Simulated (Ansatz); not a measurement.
What does this script print? It uses Ansatz 0.2.0, Python API.

The script, `run_field.py`:
```python
# -*- coding: utf-8 -*-
"""Dipole of CH3ClGeO in the field of point charges."""

import ansatz as az
import numpy as np

GEOMETRY = """
C     0.50090    0.69540    0.10570
O     0.11720   -0.28520    0.99530
Ge   -0.15650   -1.78690    0.02710
Cl   -2.06510   -1.81570   -0.75400
H     0.61260    1.67050    0.64800
H    -0.37500    0.93990   -0.62880
H     1.42710    0.51390   -0.43880
"""


def main():
    system = az.Crystal.molecule()
    for line in GEOMETRY.strip().splitlines():
        symbol, *xyz = line.split()
        system = system.atom(symbol, [float(v) for v in xyz])

    calculation = (
        system.calculation()
        .basis(gaussian="def2-SVP")
        .functional("cam_b3lyp")
        .scf(lower_state_search="off")
        .forces()
    )
    # charges +q and -q at -R and +R make a nearly even field 2 k q / R^2 at the centre
    centre = np.mean([site.position_ang for site in system.cartesian_sites], axis=0)
    field = 2 * 14.399645 * 2.0 / 25.0 ** 2


    def dipole(axis, sign):
        arm = 25.0 * np.eye(3)[axis]
        pair = [{"charge": sign * 2.0, "position_ang": (centre - arm).tolist()}, {"charge": -sign * 2.0, "position_ang": (centre + arm).tolist()}]
        deck = calculation.input().set(az.key.basis.gaussian.point_charges, pair)
        return np.array(az.Session.from_dict(deck).plan().execute().report["charge_distribution"]["dipole_moment_e_ang"])


    print(f"field {field:.4f} V/A")
    alpha = np.array([(dipole(axis, 1) - dipole(axis, -1)) / (2 * field) * 14.399645 for axis in range(3)])
    print("polarisability tensor (A^3)")
    print(np.array2string(alpha, precision=3, suppress_small=True))
    print(f"mean {np.trace(alpha) / 3:.3f} A^3 = {np.trace(alpha) / 3 / 0.14818471:.2f} bohr^3")


if __name__ == "__main__":
    main()
```

```console
$ python run_field.py
field 0.0922 V/A
polarisability tensor (A^3)
[[8.067 0.934 1.076]
 [0.912 7.649 0.235]
 [1.057 0.246 5.902]]
mean 7.206 A^3 = 48.63 bohr^3
```

The settings weren't tested for convergence. The geometry is a force-field or estimated start, not a minimum of this method, and the basis set is short of its limit. The field of two point charges is only nearly even. Without diffuse functions polarisabilities are unreliable, as a rule too low, and they change with the bond lengths of this unrelaxed start. The whole script took 21 s on 1 thread of Arm Neoverse V2 (shared host), peak memory 0.24 GiB.

(A comment or docstring line of the script was reworded after the run, the code is as it ran; lines on the test bed's own set-up are left out of the output.)
